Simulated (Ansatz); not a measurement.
## Ge, space group Imma: a band structure, step by step

Computed with Ansatz 0.2.0, Python API.

The cells in order, each with its output:

```python
from dataclasses import dataclass

import ansatz as az
import numpy as np
```

```python
@dataclass(frozen=True)
class Settings:
    occupations: str = "Gaussian"
    tolerance: float = 1e-09
    functional: str = "r2scan"
    kmesh: tuple[int, ...] = (11, 11, 11)
    extra_bands: int = 6
```

```python
opts = Settings()
```

```python
lattice = az.Lattice.of(
    (-2.495898, 2.650863, 1.436947),
    (2.495898, -2.650863, 1.436947),
    (2.495898, 2.650863, -1.436947),
)
sites = [
    ("Ge", (0.185943, 0.935943, 0.25)),
    ("Ge", (0.814057, 0.064057, 0.75)),
]
crystal = az.Crystal(lattice=lattice)
for symbol, position in sites:
    crystal = crystal.atom(symbol, position)
```

```python
path = [
    ("G", (0.0, 0.0, 0.0)),
    ("R", (0.0, 0.5, 0.0)),
    ("W", (0.25, 0.25, 0.25)),
    ("S", (0.5, 0.0, 0.0)),
    ("G", (0.0, 0.0, 0.0)),
    ("T", (0.0, 0.0, 0.5)),
    ("W", (0.25, 0.25, 0.25)),
]
job = (
    crystal.calculation()
    .occupations(opts.occupations)
    .scf(tolerance=opts.tolerance)
    .functional(opts.functional)
    .kpoints(mesh=opts.kmesh)
    .band_structure([point for _, point in path], intervals=4)
    .scf(extra_bands=opts.extra_bands)
)
session = job.session()
planned = session.plan(threads=1)
out = planned.execute()
report = out.report
```

    DeckWarning: basis.ecutwfc = 500 eV, auto-derived from the records' recommended cutoffs: set by Ge (their level for a meta-GGA)

```python
out.lattice.cell_ang
```

    array([[-2.495898,  2.650863,  1.436947],
           [ 2.495898, -2.650863,  1.436947],
           [ 2.495898,  2.650863, -1.436947]])

```python
report["converged"], report["free_energy_ev"]
```

    (True, -8605.062530325382)

```python
print("%-22s %14.5f eV" % ("F = E - TS", report["free_energy_ev"]))
print("%-22s %14.5f eV" % ("E", report["internal_energy_ev"]))
print("%-22s %14.5f eV" % ("Harris-Foulkes", report["harris_foulkes_ev"]))
print("%-22s %14.5f eV" % ("Fermi level", report["fermi_energy_ev"]))
```

    F = E - TS                -8605.06253 eV
    E                         -8605.05939 eV
    Harris-Foulkes            -8605.06253 eV
    Fermi level                  10.72553 eV

```python
bands = out.band_structure()
fermi = bands.fermi_energy_ev
print(f"zero of the bands: {fermi:.3f} eV, the Fermi level found on the SCF mesh")
for spin, channel in enumerate(bands.channels):
    print("channel", spin, "- computed levels within 6 eV of the Fermi level")
    for i, (label, _) in enumerate(path):
        levels = channel.eigenvalues_ev[i * 4] - fermi
        print(f"  {label:3s}", " ".join(f"{e:7.3f}" for e in levels if abs(e) < 6))
```

    zero of the bands: 10.726 eV, the Fermi level found on the SCF mesh
    channel 0 - computed levels within 6 eV of the Fermi level
      G    -3.876  -2.605  -2.104   3.905
      R    -3.516  -2.501  -1.978   3.536   4.210
      W    -4.562  -4.562   4.018   4.018   5.432   5.432
      S    -2.008  -1.704  -0.882   1.625   3.382   4.577
      G    -3.876  -2.605  -2.104   3.905
      T     0.600   0.600   2.522   2.522
      W    -4.562  -4.562   4.018   4.018   5.432   5.432

Caveats:
- Total energies depend on the potentials; only differences at equal settings carry meaning. A total without «per atom» is that of the cell as typed.
- Only differences from the Fermi energy are physical; the zero of the scale is a convention.
- This isn't the structure that Ge takes at ambient conditions.
- Gaps and levels are Kohn-Sham values on a finite set of k-points, without spin-orbit coupling.
- Warnings are shown shortened and without file and line.
- Run time: 18 s on 1 thread of Intel(R) Xeon(R) Processor @ 2.30GHz, with other jobs on the host, peak memory 0.69 GiB.
